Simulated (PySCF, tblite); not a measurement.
# C₂H₃O₄S−: changes of charge, part 2 of 2

tblite 0.8.0 and PySCF 2.14.0. Atoms count from 0.

## 7. Vibrational analysis with GFN2-xTB

Job settings and geometry (Å):

```
{"job": {"kind": "ir", "xc": "GFN2-xTB", "basis": "xTB"}, "charge": 0, "multiplicity": 2}
O      1.451974    -0.107520    -1.157475
C      1.048023    -0.189327    -0.027372
O      1.722252     0.241585     1.036628
C     -0.285153    -0.738872     0.344020
S     -1.561157     0.607315    -0.255419
O     -2.838329     0.142614     0.244127
O     -1.070342     1.865530     0.261384
H      2.555724     0.663926     0.775296
H     -0.433016    -0.836428     1.415152
H     -0.554447    -1.630206    -0.211397
```

What it wrote:

```text
mode    cm-1     km/mol
  1      33.5      8.67
  2      53.5      6.24
  3      94.8      0.37
  4     238.2      3.53
  5     307.0     15.83
  6     379.3     33.34
  7     445.6     29.64
  8     497.5    145.32
  9     569.5     33.89
 10     616.8     72.86
 11     705.8    109.19
 12     793.0      7.14
 13     920.4     26.06
 14     978.2     59.00
 15    1040.0     74.53
 16    1077.6    143.47
 17    1147.9    245.25
 18    1180.9    284.23
 19    1247.4    227.77
 20    1369.5     45.90
 21    1765.8    447.03
 22    3038.3      9.69
 23    3067.9      0.22
 24    3449.4     60.43
ZPE 149.640  H(298)-E 172.451  G(298)-E 62.525 kJ/mol  S 368.69 J/(mol K)
```

It took 0.35 s on 1 thread of Intel Xeon at 2.70GHz, shared host.

Which atoms move in the most intense modes:

```csv
cm⁻¹,km/mol,atoms
498,145.3,"S4 31 %, O5 17 %, O6 16 %, C3 13 %"
706,109.2,"C1 53 %, H7 12 %, O2 10 %"
1040,74.5,"H8 37 %, H9 33 %, C3 17 %"
1078,143.5,"O5 37 %, O6 31 %, S4 19 %"
1148,245.2,"H7 45 %, O2 28 %, O0 11 %"
1181,284.2,"S4 42 %, O6 29 %, O5 28 %"
1247,227.8,"C1 56 %, H7 20 %"
1766,447.0,"C1 63 %, O0 35 %"
```

## 8. Single point (C₂H₃O₄S−): PBE0-D3(BJ)/ma-def2-SVP

Geometry: GFN2-xTB, that of another charge or spin state.

The job, as its differences from that of step 7:

```diff
@@ -1,2 +1,2 @@
-{"job": {"kind": "ir", "xc": "GFN2-xTB", "basis": "xTB"}, "charge": 0, "multiplicity": 2}
+{"job": {"kind": "sp", "xc": "PBE0", "basis": "ma-def2-SVP", "d3": "d3bj", "grid": 2}, "charge": -1, "multiplicity": 1}
 O      1.451974    -0.107520    -1.157475
```

What it wrote:

```text
coarse grid: 10000 points
cycle   1  E = -775.7451091225  dE =  1.646e+00  |g| = 1.321e+00  |ddm| = 4.154e+00
cycle   2  E = -774.7810478428  dE =  9.641e-01  |g| = 2.552e+00  |ddm| = 8.719e+00
cycle   3  E = -776.0736906973  dE = -1.293e+00  |g| = 2.971e-01  |ddm| = 7.174e+00
cycle   4  E = -776.0909723269  dE = -1.728e-02  |g| = 1.216e-01  |ddm| = 5.624e-01
cycle   5  E = -776.0938831242  dE = -2.911e-03  |g| = 3.017e-02  |ddm| = 1.750e-01
cycle   6  E = -776.0940478524  dE = -1.647e-04  |g| = 1.272e-02  |ddm| = 6.112e-02
cycle   7  E = -776.0940777197  dE = -2.987e-05  |g| = 3.178e-03  |ddm| = 2.074e-02
cycle   8  E = -776.0940796748  dE = -1.955e-06  |g| = 1.061e-03  |ddm| = 7.620e-03
final grid: 95112 points
cycle   9  E = -776.2038497960  dE = -4.399e-06  |g| = 1.307e-02  |ddm| = 4.908e-02
cycle  10  E = -776.2037720361  dE =  7.776e-05  |g| = 2.333e-02  |ddm| = 4.535e-02
cycle  11  E = -776.2038840377  dE = -1.120e-04  |g| = 2.217e-03  |ddm| = 3.003e-02
cycle  12  E = -776.2038849830  dE = -9.453e-07  |g| = 3.662e-04  |ddm| = 2.863e-03
cycle  13  E = -776.2038850047  dE = -2.176e-08  |g| = 1.730e-04  |ddm| = 9.161e-04
cycle  14  E = -776.2038850102  dE = -5.464e-09  |g| = 5.919e-05  |ddm| = 2.697e-04
converged SCF energy = -776.2038850102
```

It took 8.3 s on 1 thread of Intel Xeon at 2.70GHz, shared host; peak memory 0.57 GiB.

## 9. Single point (C₂H₃O₄S radical, [O][S@@](=O)CC(=O)O): PBE0-D3(BJ)/ma-def2-SVP

Geometry: GFN2-xTB.

The job, as its differences from that of step 8:

```diff
@@ -1,2 +1,2 @@
-{"job": {"kind": "sp", "xc": "PBE0", "basis": "ma-def2-SVP", "d3": "d3bj", "grid": 2}, "charge": -1, "multiplicity": 1}
+{"job": {"kind": "sp", "xc": "PBE0", "basis": "ma-def2-SVP", "d3": "d3bj", "grid": 2}, "charge": 0, "multiplicity": 2}
 O      1.451974    -0.107520    -1.157475
```

What it wrote:

```text
final grid: 95112 points
cycle   1  E = -776.0762926471  dE = -1.642e-02  |g| = 2.270e-01  |ddm| = 1.092e+00
cycle   2  E = -776.0735197947  dE =  2.773e-03  |g| = 2.522e-01  |ddm| = 6.244e-01
cycle   3  E = -776.0995364299  dE = -2.602e-02  |g| = 6.681e-02  |ddm| = 3.302e-01
cycle   4  E = -776.1013306556  dE = -1.794e-03  |g| = 1.052e-02  |ddm| = 7.609e-02
cycle   5  E = -776.1013603878  dE = -2.973e-05  |g| = 7.352e-03  |ddm| = 1.520e-02
cycle   6  E = -776.1013801060  dE = -1.972e-05  |g| = 3.530e-03  |ddm| = 1.025e-02
cycle   7  E = -776.1013851823  dE = -5.076e-06  |g| = 1.325e-03  |ddm| = 4.288e-03
cycle   8  E = -776.1013859541  dE = -7.719e-07  |g| = 6.082e-04  |ddm| = 1.916e-03
cycle   9  E = -776.1013861162  dE = -1.620e-07  |g| = 2.770e-04  |ddm| = 9.660e-04
cycle  10  E = -776.1013861538  dE = -3.761e-08  |g| = 8.354e-05  |ddm| = 3.981e-04
cycle  11  E = -776.1013861591  dE = -5.304e-09  |g| = 3.589e-05  |ddm| = 1.659e-04
converged SCF energy = -776.1013861591
```

Run time: 20 s. Hardware: 1 thread of Intel Xeon at 2.70GHz, shared host; peak memory 0.58 GiB.

## 10. Single point (C₂H₃O₄S−): PBE0-D3(BJ)/ma-def2-SVP in water

Geometry: GFN2-xTB.

Job settings and geometry (Å):

```
{"job": {"kind": "sp", "xc": "PBE0", "basis": "ma-def2-SVP", "d3": "d3bj", "grid": 2, "solvent": "water"}, "charge": -1, "multiplicity": 1}
O      1.633277    -0.377764    -1.098284
C      1.074818    -0.295472    -0.010510
O      1.727615     0.329699     1.024341
C     -0.240913    -0.732436     0.325315
S     -1.595801     0.726100    -0.279517
O     -2.841420     0.090176     0.197668
O     -1.215193     1.898110     0.525026
H      2.524983     0.740411     0.662968
H     -0.442836    -0.805275     1.384625
H     -0.606766    -1.564241    -0.261634
```

What it wrote:

```text
final grid: 95112 points
cycle   1  E = -776.3142962148  dE = -2.785e-03  |g| = 5.979e-02  |ddm| = 6.173e-01
cycle   2  E = -776.3128613764  dE =  1.435e-03  |g| = 1.049e-01  |ddm| = 1.695e-01
cycle   3  E = -776.3150826589  dE = -2.221e-03  |g| = 7.785e-03  |ddm| = 1.119e-01
cycle   4  E = -776.3150959359  dE = -1.328e-05  |g| = 2.913e-03  |ddm| = 1.454e-02
cycle   5  E = -776.3150975872  dE = -1.651e-06  |g| = 1.806e-03  |ddm| = 7.024e-03
cycle   6  E = -776.3150982501  dE = -6.629e-07  |g| = 5.663e-04  |ddm| = 2.708e-03
cycle   7  E = -776.3150983240  dE = -7.381e-08  |g| = 1.441e-04  |ddm| = 9.428e-04
cycle   8  E = -776.3150983281  dE = -4.182e-09  |g| = 6.072e-05  |ddm| = 2.403e-04
converged SCF energy = -776.3150983281
```

Wall time 14 s (1 thread of Intel Xeon at 2.70GHz, shared host); peak memory 0.62 GiB.

## 11. Single point (C2H3O4S radical, [O][S@@](=O)CC(=O)O): PBE0-D3(BJ)/ma-def2-SVP in water

Geometry: GFN2-xTB.

Job settings and geometry (Å):

```
{"job": {"kind": "sp", "xc": "PBE0", "basis": "ma-def2-SVP", "d3": "d3bj", "grid": 2, "solvent": "water"}, "charge": 0, "multiplicity": 2}
O      1.451974    -0.107520    -1.157475
C      1.048023    -0.189327    -0.027372
O      1.722252     0.241585     1.036628
C     -0.285153    -0.738872     0.344020
S     -1.561157     0.607315    -0.255419
O     -2.838329     0.142614     0.244127
O     -1.070342     1.865530     0.261384
H      2.555724     0.663926     0.775296
H     -0.433016    -0.836428     1.415152
H     -0.554447    -1.630206    -0.211397
```

What it wrote:

```text
final grid: 95112 points
cycle   1  E = -776.1207414779  dE = -1.571e-03  |g| = 4.904e-02  |ddm| = 2.960e-01
cycle   2  E = -776.1184786207  dE =  2.263e-03  |g| = 9.120e-02  |ddm| = 1.267e-01
cycle   3  E = -776.1217230065  dE = -3.244e-03  |g| = 4.861e-03  |ddm| = 8.219e-02
cycle   4  E = -776.1217289733  dE = -5.967e-06  |g| = 3.680e-03  |ddm| = 7.430e-03
cycle   5  E = -776.1217346199  dE = -5.647e-06  |g| = 8.978e-04  |ddm| = 4.012e-03
cycle   6  E = -776.1217350840  dE = -4.641e-07  |g| = 8.368e-04  |ddm| = 2.072e-03
cycle   7  E = -776.1217354215  dE = -3.375e-07  |g| = 2.091e-04  |ddm| = 9.962e-04
cycle   8  E = -776.1217354679  dE = -4.638e-08  |g| = 1.090e-04  |ddm| = 5.809e-04
cycle   9  E = -776.1217354769  dE = -8.937e-09  |g| = 3.748e-05  |ddm| = 2.252e-04
converged SCF energy = -776.1217354769
```

Run time: 28 s. Hardware: 1 thread of Intel Xeon at 2.70GHz, shared host; peak memory 0.61 GiB.

## 12. Changes of charge: PBE0-D3(BJ)/ma-def2-SVP

This step combines the energies above: geometries from GFN2-xTB, zero-point and thermal terms from GFN2-xTB.

Job settings and geometry (Å):

```
{"job": {"kind": "rx", "dirs": [1], "level": {"xc": "PBE0", "basis": "ma-def2-SVP", "d3": "d3bj", "solvents": ["water"]}}, "charge": -1, "multiplicity": 1}
O      1.633277    -0.377764    -1.098284
C      1.074818    -0.295472    -0.010510
O      1.727615     0.329699     1.024341
C     -0.240913    -0.732436     0.325315
S     -1.595801     0.726100    -0.279517
O     -2.841420     0.090176     0.197668
O     -1.215193     1.898110     0.525026
H      2.524983     0.740411     0.662968
H     -0.442836    -0.805275     1.384625
H     -0.606766    -1.564241    -0.261634
```

Output (the driver's rows laid out field by field):

```text
ionisation and electron attachment, PBE0-D3(BJ)/ma-def2-SVP // GFN2-xTB

row 1
  change                  oxidation
  charge                  0
  multiplicity            2
  vertical_ev             3.5445
  vertical_s2             0.764
  formula                 C2H3O4S
  smiles                  [O][S@@](=O)CC(=O)O
  kept                    yes
  pieces                  1
  point_group             C1
  adiabatic_electronic_ev 3.1716
  adiabatic_ev            3.1765
  free_energy_ev          3.1584
  s2                      0.757
  bonds_moved             3 4 2.081 1.949; 1 3 1.426 1.489; 1 2 1.374 1.331; 4 5 1.478 1.448
  spin_on                 4 S 0.266; 6 O 0.26; 5 O 0.258; 3 C 0.204
  charge_moved            4 S 0.259; 5 O 0.19; 6 O 0.178; 0 O 0.102
  vertical_back_ev        2.7891
  relaxation_parent_ev    0.3824
  relaxation_ion_ev       0.3729
  reorganisation_ev       0.7553
  solution                solvent water, absolute_potential_v 5.2485, solvation_parent_kj -255.09, solvation_ion_kj -53.43
```

Run time: 1.7 min. Hardware: 1 thread of Intel Xeon at 2.70GHz, shared host; peak memory 0.61 GiB.

Energy taken up on oxidation, or given off on reduction (eV; adiabatic with zero-point energy):

```csv
change,product,vertical,adiabatic,free energy,reorganisation,⟨S²⟩
oxidation (multiplicity 2),[O][S@@](=O)CC(=O)O,3.54,3.18,3.16,0.76,0.76
```

On oxidation to multiplicity 2 charge changes most on S4 (+0.26 e), O5 (+0.19 e), O6 (+0.18 e); the spin sits on S4 (0.27), O6 (0.26), O5 (0.26); the bond C3–S4 goes from 2.081 to 1.949 Å; the absolute potential is 5.25 V in water.

## 13. Summary of results

What follows sums up all 2 parts.

```
                                              quantity                                value
             strongest single infrared mode (GFN2-xTB)                1700 cm⁻¹, 737 km/mol
                          zero-point energy (GFN2-xTB)                        35.7 kcal/mol
energy to remove an electron (PBE0-D3(BJ)/ma-def2-SVP)  vertical 3.54 eV, adiabatic 3.18 eV
```

**Reading.** All 24 modes are real, so the xTB geometry is a minimum. The strongest single mode, at 1700 cm⁻¹, moves mainly C1. Unscaled tight-binding wavenumbers are off by several per cent, some by more. Its intensities can rank the bands wrongly. At PBE0-D3(BJ)/ma-def2-SVP, relaxation with the zero-point term after oxidation moves the energy taken up from 3.54 eV (vertical) to 3.18 eV (adiabatic, with zero-point energy).
